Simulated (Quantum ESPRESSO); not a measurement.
# In2H in Quantum ESPRESSO: the effect of functional

The system is In2H, a sheet with vacuum.

```
In H
1.0
     4.95568    0.00000    0.00000
    -2.47784    4.29174    0.00000
     0.00000    0.00000   25.48707
In H
2 1
Direct
  0.33333 0.66667 0.28867
  0.66667 0.33333 0.28867
  0.00000 0.00000 0.28892
```

The cell was built by a generator and needn't be a form met in nature.

Alike in all runs:

```yaml
Program: Quantum ESPRESSO 7.5
Task: work function
Potentials_or_basis: SG15 PBE 1.2
Cutoff: 952 eV
Density_cutoff: 3810 eV
k_mesh: 6 × 6 × 1
Occupations: fermi-dirac, width 0.05 eV
Spin: no spin polarisation
```

**Question.** One run gave: work function 4.27 eV. Which functional did it use?
A. WC
B. LDA
C. PBE
D. PBEsol
E. revPBE

**Answer.** B.

| functional | work function (eV) |
| --- | --- |
| LDA | 4.27 |
| PBEsol | 4.02 |
| PBE | 3.93 |
| RPBE | 3.77 |
| revPBE | 3.78 |
| AM05 | 3.89 |
| PW91 | 3.97 |
| WC | 4.00 |
